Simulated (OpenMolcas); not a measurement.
# B3PW91/Ahlrichs_VDZ (time step au 20) run of BH3Br− (SMILES [H][B-]([H])([H])Br)

We compute a short trajectory of BH3Br−. 

The calculation is run with OpenMolcas 26.06.

10 further runs of the same task are left out: 10 set aside as unsound or not needed.

## 1. Starting point

BH3Br− has 5 atoms, charge -1, and is taken as a singlet. SMILES: `[H][B-]([H])([H])Br`. Geometry: relaxed at GFN2-xTB. The run starts from this shape.

Bond lengths: B1–Br2 2.028 Å, B1–H3 1.211 Å, B1–H4 1.212 Å, B1–H5 1.211 Å. Angles: Br2–B1–H3 107.5°, Br2–B1–H4 107.6°, Br2–B1–H5 107.8°, H3–B1–H4 111.2°, H3–B1–H5 111.1°, H4–B1–H5 111.3°.

## 2. A short trajectory at B3PW91/Ahlrichs_VDZ (time step au 20)

Input file geom.xyz:

```xyz
5

B     -0.002450     0.001710    -0.185070
Br     0.015160    -0.019850     1.842860
H      1.149500     0.010510    -0.559790
H     -0.585750     1.003800    -0.536400
H     -0.576460    -0.996180    -0.561610
```

Input file calc.input:

```
&GATEWAY
 COORD
 geom.xyz
 BASIS
 Ahlrichs_VDZ
 GROUP
 NoSym
>>> EXPORT MOLCAS_MAXITER=30
>>> Do While

&SEWARD

&SCF
 CHARGE
 -1
 KSDFT
 HYB_GGA_XC_B3PW91
 PRORBITALS
 1 1

&ALASKA

&DYNAMIX
 VELVER
 DT
 20
 VELO
 0
 THER
 0
>>> EndDo
```

The run is started by

```
export MOLCAS_MEM=1860
pymolcas calc.input > calc.log
```

**Question.** What will come out? Wanted: potential energy of the last frame.

Computed results:

Level: B3PW91/Ahlrichs_VDZ (time step au 20).

```
                          quantity           value
potential energy of the last frame  -2600.52476 Eh
```

In words: Mulliken charges run from -0.44 on Br2 to -0.05 on H3.
